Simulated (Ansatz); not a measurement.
**LiMg: strong compression**

An exercise on one series of results from a longer session: the logs are not shown, and one member is left open.

Program: Ansatz 0.2.0. Level of theory: DFT, PBEsol, PAW with Ansatz's default frozen-core files, scalar-relativistic. These are calculated values, not measurements.

1 further run of the same task is left out (it didn't finish).

### The system as given

The structure is trigonal, space group R-3m (No. 166). The conventional cell has a = 3.092 Å, b = 3.092 Å, c = 15.243 Å, α = 90.00°, β = 90.00°, γ = 120.00°. Li (site symmetry -3m) is surrounded by 6 Li at 3.09 Å and 6 Mg at 3.10 Å. Mg (site symmetry -3m) has 6 Mg at 3.09 Å and 6 Li at 3.10 Å as nearest neighbours.

Structure file:

```
Li Mg
1.0
     1.54575    0.89244    5.08105
    -1.54575    0.89244    5.08105
     0.00000   -1.78488    5.08105
Li Mg
1 1
Cartesian
  0.0000 0.0000 0.0000
  0.0000 0.0000 7.6216
```

Whether this phase is the stable one at these pressures isn't tested.

Atoms are numbered in the order of the input: Li1, Mg2.

Set-up of the first run:

input.yaml reads:

```yaml
crystal:
  lattice:
    - [1.5457510101, 0.8924397618, 5.0810520986]
    - [-1.5457510101, 0.8924397618, 5.0810520986]
    - [0.0, -1.7848795236, 5.0810520986]
  atoms:
    - { symbol: Li, position: [0.0, 0.0, 0.0] }
    - { symbol: Mg, position: [0.5, 0.5, 0.5] }
kpoints:
  mp_grid: { grid: [14, 14, 14] }
scf:
  occupations: { method: fermi_dirac, width: 0.05 }
hamiltonian:
  xc: pbesol
  pseudopotentials: { kind: paw }
output:
  forces: true
  stress: true
relax:
  f_tol: 0.01
  max_steps: 30
  cell: { stress_tol: 0.05, fix: [volume] }
```

The run is started by

```
ansatz run input.yaml --threads 1 --pin off --max-ram 2048MiB --backend cpu --events-out ev --progress --plain --runs-dir out
```

Steps of the session up to this table: Shape and atoms relaxed at the given volume, PAW; Volume scaled by 1, PAW; Shape and atoms relaxed at 0.9 of the volume, PAW; Volume scaled by 0.9, PAW; Shape and atoms relaxed at 0.55 of the volume, PAW; Volume scaled by 0.55, PAW; Shape and atoms relaxed at 0.5 of the volume, PAW; Volume scaled by 0.5, PAW.

One table of the session follows, with a row left open; its other results are not shown here.

| method | volume over the first | volume (Å³/atom) | pressure (GPa) |
| --- | --- | --- | --- |
| PAW | 1 | 21.028 | -0.18 |
| PAW | 0.9 | ? | ? |
| PAW | 0.55 | 11.565 | 42.42 |
| PAW | 0.5 | 10.514 | 57.99 |

Q: Estimate the row for PAW, 0.9 from the others.

As computed: volume (Å³/atom): 18.925; pressure (GPa): 2.96. In the column «volume (Å³/atom)» it lies between PAW, 0.55 (11.565) and PAW, 1 (21.028).
